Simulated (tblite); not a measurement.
# C7H5ClO3S: the cost of one run

Programs: tblite 0.8.0 and PySCF 2.14.0, with density-fitted response routines of our own. Each step states its level of theory. These are calculated values for one molecule in the gas phase, unless marked as measured. Atoms are numbered from 0 throughout.

## Step 1: Starting geometry

17 atoms, charge 0, multiplicity 1; geometry from: force field or distance geometry start.

Bonds of the start (Å): O0–C1 1.23, C1–C2 1.48, C2–C3 1.41, C3–C4 1.39, C4–C5 1.39, C5–C6 1.40, C6–S7 1.78, S7–O8 1.45, S7–O9 1.44, S7–Cl10 2.05, C6–C11 1.41, C11–C2 1.38, C1–H12 1.10, C3–H13 1.08, C4–H14 1.10, C5–H15 1.09, C11–H16 1.08.

## Step 2: Relaxing the molecule with GFN2-xTB

What the job is given:

```
{"job": {"kind": "relax", "xc": "GFN2-xTB", "basis": "xTB"}, "charge": 0, "multiplicity": 1}
O     -2.270600    -2.584700     0.157200
C     -2.480500    -1.373500     0.043800
C     -1.352300    -0.413700     0.018800
C     -1.642500     0.958200    -0.156100
C     -0.596800     1.874000    -0.177500
C      0.721100     1.442700    -0.066100
C      0.997300     0.082000     0.085900
S      2.675000    -0.471000     0.273100
O      2.703200    -1.567900     1.222100
O      3.536500     0.675300     0.369100
Cl     3.030000    -1.299100    -1.567200
C     -0.046400    -0.857900     0.142200
H     -3.500500    -0.963500    -0.011800
H     -2.662100     1.302200    -0.246500
H     -0.813900     2.944500    -0.304000
H      1.529700     2.176300    -0.075500
H      0.165900    -1.912000     0.282500
```

Run with:

```console
OMP_NUM_THREADS=1 python probes_run.py task.json out
```

One launch serves the whole session: the jobs run in the order shown.

Q: Estimate the wall time of this first job on 1 thread of Arm Neoverse N1, shared host.

About 1.6 s.
